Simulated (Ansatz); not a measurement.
# C₂H₄BNS: small, medium and large basis sets

An exercise on one series of results from a longer session: the logs are not shown, and one member is left open.

The runs use Ansatz 0.2.0, Gaussian basis; one geometry, several basis sets.

The runs, in order: PBE0-D4/def2-SVP; ωB97M-V/def2-SVP; PBE0-D4/def2-QZVPP; ωB97M-V/def2-QZVPP; the functionals' def2-TZVPP values are taken from earlier runs.

## The geometry

All runs share one geometry, relaxed beforehand with PBE0-D4 in a triple-zeta def2 set.

SMILES `C=C1SB1N`, 9 atoms, charge 0, spin multiplicity 1.

Atoms are counted from 1 here; the program's logs count them from 0.

Bond lengths: C1–C2 1.322 Å, C1–H6 1.084 Å, C1–H7 1.085 Å, C2–S3 1.803 Å, C2–B4 1.490 Å, S3–B4 1.794 Å, B4–N5 1.379 Å, N5–H8 1.005 Å, N5–H9 1.005 Å. Angles: C2–C1–H6 122.7°, C2–C1–H7 119.6°, H6–C1–H7 117.6°, C1–C2–S3 135.7°, C1–C2–B4 159.1°, S3–C2–B4 65.2°, C2–S3–B4 48.9°, C2–B4–S3 65.9°, C2–B4–N5 150.7°, S3–B4–N5 143.5°, B4–N5–H8 123.0°, B4–N5–H9 122.5°, H8–N5–H9 114.6°.

Set-up of the first run:

File in.yaml:

```yaml
crystal:
  periodic: [false, false, false]
  atoms:
    - {symbol: C, position_ang: [0.859612, 0.952388, -1.495366]}
    - {symbol: C, position_ang: [0.578052, 0.082252, -0.540309]}
    - {symbol: S, position_ang: [1.334314, -1.426379, 0.095762]}
    - {symbol: B, position_ang: [-0.153757, -0.555605, 0.590357]}
    - {symbol: N, position_ang: [-1.209538, -0.581023, 1.476716]}
    - {symbol: H, position_ang: [1.730986, 0.860970, -2.133358]}
    - {symbol: H, position_ang: [0.201659, 1.798787, -1.660722]}
    - {symbol: H, position_ang: [-1.325124, -1.299569, 2.169546]}
    - {symbol: H, position_ang: [-1.927705, 0.121777, 1.480277]}
basis:
  gaussian: {orbitals: def2-SVP}
hamiltonian: {xc: pbe0, dispersion: d4}
output: {orbitals: {seedname: orbitals}}
```

Command:

```
> ansatz run in.yaml --threads 2 --pin off --events-out ev --progress --plain --max-ram 4352MiB
```

Among the steps run: PBE0-D4 in def2-SVP; ωB97M-V in def2-SVP; PBE0-D4 in def2-QZVPP; ωB97M-V in def2-QZVPP.

One table of the session follows, with a row left open; its other results are not shown here.

It belongs to the step «Functionals by basis». 

```
functional       basis  HOMO (eV)
   PBE0-D4    def2-SVP      -6.27
   PBE0-D4  def2-TZVPP      -6.40
   PBE0-D4  def2-QZVPP          ?
   ωB97M-V    def2-SVP      -8.30
   ωB97M-V  def2-TZVPP      -8.45
   ωB97M-V  def2-QZVPP      -8.48
```

**Question.** Estimate the row for PBE0-D4, def2-QZVPP.

The run gave: HOMO (eV): -6.43. In the column «HOMO (eV)» it lies between ωB97M-V, def2-SVP (-8.30) and PBE0-D4, def2-TZVPP (-6.40).
